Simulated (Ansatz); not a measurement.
Consider an equation of state with a fit of Sn, space group Im-3m (Ansatz 0.2.0, Python API).

`sn_eos.py`
```python
"""Energy against volume for Sn, with a fit."""

import warnings

import ansatz as az
import numpy as np
from scipy.optimize import curve_fit

config = {
    "functional": "PBEsol",
    "filling": "fermi_dirac",
    "sigma": 0.1,
    "cutoff_ev": 500,
    "kmesh": (11, 11, 11),
}

VECTORS = np.array([
    [-1.89465, 1.89465, 1.89465],
    [1.89465, -1.89465, 1.89465],
    [1.89465, 1.89465, -1.89465],
])
SITES = [
    ("Sn", (0.0, 0.0, 0.0)),
]


def build(cell):
    crystal = az.Crystal(lattice=az.Lattice.of(cell))
    for symbol, position in SITES:
        crystal = crystal.atom(symbol, position)
    return crystal

def vinet(v, e0, v0, b0, b1):
    eta = (v / v0) ** (1 / 3)
    return e0 + 2 * b0 * v0 / (b1 - 1) ** 2 * (2 - (5 + 3 * b1 * (eta - 1) - 3 * eta) * np.exp(-1.5 * (b1 - 1) * (eta - 1)))

warnings.simplefilter("ignore", az.DeckWarning)

# uniform scaling of the cell
volumes, energies = [], []
for scale in np.linspace(0.95, 1.07, 5):
    cell = VECTORS * scale ** (1 / 3)
    model = (
        build(cell).calculation()
        .functional(config["functional"])
        .pseudopotentials("paw")
        .occupations(config["filling"], width=config["sigma"])
        .basis(config["cutoff_ev"])
        .kpoints(*config["kmesh"])
    )
    r = model.run().report
    volumes.append(abs(np.linalg.det(cell)) / len(SITES))
    energies.append(r["free_energy_ev"] / len(SITES))
    print(f"V = {volumes[-1]:8.4f} A^3/atom  F = {energies[-1]:.5f} eV/atom")

guess = (min(energies), volumes[int(np.argmin(energies))], 0.5, 4.5)
(e0, v0, b0, b1), _ = curve_fit(vinet, np.array(volumes), np.array(energies), p0=guess, maxfev=20000)
print(f"Vinet fit: V0 = {v0:.4f} A^3/atom, B0 = {160.21766 * b0:.1f} GPa, B1 = {b1:.2f}")
print("largest residual", round(1000 * float(np.abs(vinet(np.array(volumes), e0, v0, b0, b1) - energies).max()), 3), "meV/atom")
```

Where does the minimum lie against the volume typed, and how stiff is the crystal?

A third-order Birch-Murnaghan fit through the 5 points (the script's own form differs a little) has its minimum at 26.30 Å³ an atom, 3.3 % below the typed cell, with a bulk modulus of 55 GPa and dB/dP = 4.7. From that minimum the energy rises by 1.4 meV an atom on the compressed side and 42.4 meV on the expanded side. The window is off centre, so dB/dP is rough.

The run itself:

Output of `python sn_eos.py`:
```text
V =  25.8446 A^3/atom  F = -5949.75301 eV/atom
V =  26.6608 A^3/atom  F = -5949.75362 eV/atom
V =  27.4769 A^3/atom  F = -5949.74615 eV/atom
V =  28.2931 A^3/atom  F = -5949.73192 eV/atom
V =  29.1092 A^3/atom  F = -5949.71202 eV/atom
Vinet fit: V0 = 26.3038 A^3/atom, B0 = 55.0 GPa, B1 = 4.63
largest residual 0.002 meV/atom
```

Total energies depend on the potentials; only differences at equal settings carry meaning. The mesh is modest for a metal, so energies can be off by several to tens of meV an atom and pressures by half a GPa or more; differences at equal mesh fare better. This isn't the structure that Sn takes at ambient conditions. Run time: 4.3 s on 1 thread of Arm Neoverse V2 (shared host), peak memory 0.39 GiB.
